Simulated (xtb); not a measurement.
# C3H7FSn (SMILES C=C[CH2][SnH2][F]) at GFN2-xTB

What is the electronic atomisation energy of C3H7FSn at GFN2-xTB? 

The results are computed with xtb 6.7.1.

7 further runs of the same task are left out: 7 set aside as unsound or not needed.

## (1) The molecule

The species is C3H7FSn (12 atoms), meant as a singlet with charge 0. As SMILES, `C=C[CH2][SnH2][F]`. Geometry: relaxed at PBE0-D4/def2-TZVP. This is one conformer, not always the lowest.

Bond lengths: C1–C2 1.328 Å, C2–C3 1.483 Å, C3–Sn4 2.149 Å, Sn4–F5 1.932 Å, C1–H6 1.086 Å, C1–H7 1.083 Å, C2–H8 1.088 Å, C3–H9 1.093 Å, C3–H10 1.093 Å, Sn4–H11 1.705 Å, Sn4–H12 1.708 Å. Some angles: C1–C2–C3 125.2°, C2–C3–Sn4 110.2°, C3–Sn4–F5 103.0°, C1–C2–H8 118.9°, C3–C2–H8 115.8°, C2–C1–H6 121.6°, C2–C1–H7 121.3°, C2–C3–H9 112.1°, C2–C3–H10 112.1°, Sn4–C3–H9 105.5°.

## (2) Energy and gradient at GFN2-xTB

File coord:

```
$coord
     -2.670938904546     -2.924162205246      0.693907432963  c
     -0.847164221670     -1.383468495839      1.469640007121  c
      1.499119734666     -0.813716069264      0.047810070953  c
      1.358713083606      2.962901590801     -1.440916170027  sn
      1.020263134685      5.018545669169      1.557512271917  f
     -2.536768349698     -3.942913559032     -1.082246151573  h
     -4.358464333837     -3.222549960324      1.812625298741  h
     -1.070718822213     -0.399488102746      3.260722428042  h
      3.171905300184     -0.868896072103      1.257234790714  h
      1.785413242546     -2.111957916882     -1.531811996622  h
     -1.293895477531      3.580275115716     -3.161511806499  h
      4.087855552790      4.001306096283     -2.818148569654  h
$end
```

On the command line:

```bash
$ xtb coord --json --gfn2 --grad > coord.out 2> xtb.err
```

What it wrote:

```text
* xtb version 6.7.1
[...]
          :  # basis functions                  33          :
[...]
          :  # electrons                        30          :
[...]
          :  Hamiltonian                  GFN2-xTB          :
[...]
          :  net charge                          0          :
          :  unpaired electrons                  0          :
[...]
   *** convergence criteria satisfied after 15 iterations ***
[...]
         ::                     SUMMARY                     ::
         :::::::::::::::::::::::::::::::::::::::::::::::::::::
         :: total energy             -16.781404028479 Eh    ::
         :: gradient norm              0.019063942972 Eh/a0 ::
         :: HOMO-LUMO gap              4.218514206628 eV    ::
         ::.................................................::
         :: SCC energy               -16.946377523894 Eh    ::
         :: -> isotropic ES            0.020446191736 Eh    ::
         :: -> anisotropic ES          0.002424247622 Eh    ::
         :: -> anisotropic XC          0.006873914154 Eh    ::
         :: -> dispersion             -0.006918895412 Eh    ::
         :: repulsion energy           0.164973495416 Eh    ::
         :: add. restraining           0.000000000000 Eh    ::
         :: total charge               0.000000000000 e     ::
         :::::::::::::::::::::::::::::::::::::::::::::::::::::
[...]
        15        2.0000           -0.4013669             -10.9217 (HOMO)
        16                         -0.2463394              -6.7032 (LUMO)
[...]
     #   Z          covCN         q      C6AA      α(0)
     1   6 c        2.835    -0.093    30.328     9.025
     2   6 c        2.973    -0.026    28.648     8.779
     3   6 c        3.711    -0.079    22.149     6.726
     4  50 sn       3.533     0.270   322.439    32.846
     5   9 f        0.709    -0.315    12.506     4.176
     6   1 h        0.925     0.036     2.504     2.475
     7   1 h        0.925     0.044     2.396     2.420
     8   1 h        0.925     0.049     2.330     2.387
     9   1 h        0.927     0.057     2.233     2.337
    10   1 h        0.926     0.041     2.436     2.441
    11   1 h        0.926     0.009     2.910     2.668
    12   1 h        0.925     0.007     2.933     2.678
[...]
          | TOTAL ENERGY              -16.781404028479 Eh   |
          | GRADIENT NORM               0.019063942972 Eh/α |
          | HOMO-LUMO GAP               4.218514206628 eV   |
           -------------------------------------------------
[...]
```

Standard error:

```text
normal termination of xtb
```

Wall time 0.043 s (1 thread of Intel Xeon Platinum 8488C (Sapphire Rapids), shared host).

## (3) The C atom: a single-point energy at GFN2-xTB

File struc.xyz:

```xyz
1

C      0.00000     0.00000     0.00000
```

Run the same way, it converges to -1.79330 Eh (log not shown).

## (4) The F atom: the energy at GFN2-xTB

File .CHRG:

```
0
```

File .UHF:

```
1
```

File in.coord:

```
$coord angs
     0.0000000     0.0000000     0.0000000  F
$end
```

On the command line:

```bash
$ xtb in.coord --gfn 2 > run.log 2> xtb.err
```

What it wrote:

```text
* xtb version 6.7.1
[...]
          :  # basis functions                   4          :
[...]
          :  # electrons                         7          :
[...]
          :  Hamiltonian                  GFN2-xTB          :
[...]
          :  net charge                          0          :
          :  unpaired electrons                  1          :
[...]
   *** convergence criteria satisfied after 3 iterations ***
[...]
         ::                     SUMMARY                     ::
         :::::::::::::::::::::::::::::::::::::::::::::::::::::
         :: total energy              -4.619339964238 Eh    ::
         :: gradient norm              0.000000000000 Eh/a0 ::
         :: HOMO-LUMO gap              0.000000000000 eV    ::
         ::.................................................::
         :: SCC energy                -4.619339964238 Eh    ::
         :: -> isotropic ES            0.000000000000 Eh    ::
         :: -> anisotropic ES          0.000000000000 Eh    ::
         :: -> anisotropic XC          0.000000000000 Eh    ::
         :: -> dispersion              0.000000000000 Eh    ::
         :: repulsion energy           0.000000000000 Eh    ::
         :: add. restraining           0.000000000000 Eh    ::
         :: total charge               0.000000000000 e     ::
         :::::::::::::::::::::::::::::::::::::::::::::::::::::
[...]
         4        1.6667           -0.5786763             -15.7466 (HOMO)
      -------------------------------------------------------------
[...]
     #   Z          covCN         q      C6AA      α(0)
     1   9 F        0.000     0.000     9.733     3.634
 Mol. C6AA /au·bohr⁶  :          9.732616
 Mol. C8AA /au·bohr⁸  :        166.537232
 Mol. α(0) /au        :          3.633595
[...]
molecular dipole:
                 x           y           z       tot (Debye)
 q only:        0.000       0.000       0.000
   full:        0.000       0.000       0.000       0.000
molecular quadrupole (traceless):
[...]
          | TOTAL ENERGY               -4.619339964238 Eh   |
          | GRADIENT NORM               0.000000000000 Eh/α |
          | HOMO-LUMO GAP              15.746583000000 eV   |
           -------------------------------------------------
[...]
```

Standard error:

```text
normal termination of xtb
```

It took 0.034 s on 1 thread of Intel Xeon Platinum 8488C (Sapphire Rapids), shared host.

## (5) The H atom: a single-point energy at GFN2-xTB

.CHRG is that of step 4.

.UHF is that of step 4.

File geom.xyz:

```xyz
1

H      0.00000     0.00000     0.00000
```

On the command line:

```bash
$ xtb --json --gfn2 --parallel 1 -- geom.xyz > geom.out
```

What it wrote:

```text
* xtb version 6.7.1
[...]
          :  # basis functions                   1          :
[...]
          :  # electrons                         1          :
[...]
          :  Hamiltonian                  GFN2-xTB          :
[...]
          :  net charge                          0          :
          :  unpaired electrons                  1          :
[...]
   *** convergence criteria satisfied after 3 iterations ***
[...]
         ::                     SUMMARY                     ::
         :::::::::::::::::::::::::::::::::::::::::::::::::::::
         :: total energy              -0.393482763936 Eh    ::
         :: gradient norm              0.000000000000 Eh/a0 ::
         :: HOMO-LUMO gap              0.000000000000 eV    ::
         ::.................................................::
         :: SCC energy                -0.393482763936 Eh    ::
         :: -> isotropic ES            0.000000000000 Eh    ::
         :: -> anisotropic ES          0.000000000000 Eh    ::
         :: -> anisotropic XC          0.000000000000 Eh    ::
         :: -> dispersion              0.000000000000 Eh    ::
         :: repulsion energy           0.000000000000 Eh    ::
         :: add. restraining           0.000000000000 Eh    ::
         :: total charge               0.000000000000 e     ::
         :::::::::::::::::::::::::::::::::::::::::::::::::::::
[...]
         1        1.0000           -0.3934828             -10.7072 (HOMO)
      -------------------------------------------------------------
[...]
     #   Z          covCN         q      C6AA      α(0)
     1   1 H        0.000     0.000     7.620     5.048
 Mol. C6AA /au·bohr⁶  :          7.620475
 Mol. C8AA /au·bohr⁸  :         92.118965
 Mol. α(0) /au        :          5.047619
[...]
molecular dipole:
                 x           y           z       tot (Debye)
 q only:        0.000       0.000       0.000
   full:        0.000       0.000       0.000       0.000
molecular quadrupole (traceless):
[...]
          | TOTAL ENERGY               -0.393482763936 Eh   |
          | GRADIENT NORM               0.000000000000 Eh/α |
          | HOMO-LUMO GAP              10.707211000000 eV   |
           -------------------------------------------------
[...]
```

Standard error:

```text
normal termination of xtb
```

Run time: 0.039 s. Hardware: 1 thread of Intel Xeon Platinum 8488C (Sapphire Rapids), shared host.

## (6) The Sn atom: the energy at GFN2-xTB

File xcontrol:

```
$chrg 0
$spin 2
$end
```

File coord:

```
$coord angs
     0.0000000     0.0000000     0.0000000  Sn
$end
```

Run the same way, it converges to -2.01108 Eh (log not shown).

## (7) What came out

At GFN2-xTB:

| quantity | value |
| --- | --- |
| molecule: total energy | -16.78140 Eh |
| molecule: dipole moment | 3.76 D |
| molecule: HOMO energy | -10.92 eV |
| molecule: LUMO energy | -6.70 eV |
| molecule: HOMO–LUMO gap | 4.22 eV |
| molecule: dispersion energy | -18.17 kJ/mol |
| molecule: largest force on an atom | 0.558 eV/Å |
| molecule: mean polarisability (D4 model) | 79.0 bohr³ |
| C atom: total energy | -1.79330 Eh |
| C atom: dipole moment | 0.00 D |
| C atom: HOMO energy (partly filled) | -12.88 eV |
| C atom: LUMO energy | -12.88 eV |
| C atom: mean polarisability (D4 model) | 12.3 bohr³ |
| F atom: total energy | -4.61934 Eh |
| F atom: dipole moment | 0.00 D |
| F atom: HOMO energy (partly filled) | -15.75 eV |
| F atom: mean polarisability (D4 model) | 3.6 bohr³ |
| H atom: total energy | -0.39348 Eh |
| H atom: dipole moment | 0.00 D |
| H atom: HOMO energy (partly filled) | -10.71 eV |
| H atom: mean polarisability (D4 model) | 5.0 bohr³ |
| Sn atom: total energy | -2.01108 Eh |
| Sn atom: dipole moment | 0.00 D |
| Sn atom: HOMO energy (partly filled) | -7.37 eV |
| Sn atom: LUMO energy | -7.37 eV |
| Sn atom: mean polarisability (D4 model) | 57.3 bohr³ |
| electronic atomisation energy | 54.878 eV |

In words: The method runs without spin polarisation, so open shells lack the exchange term that lowers high spin: such energies come out too high. The largest force (molecule) is 0.56 eV/Å: the shape isn't a stationary point for this species at this level. Taking the molecule apart into free atoms costs 54.88 eV (1266 kcal/mol), before zero-point energy and without spin-orbit coupling. Tight-binding and semi-empirical models aren't fitted to free atoms, so this value can be far from the true one.
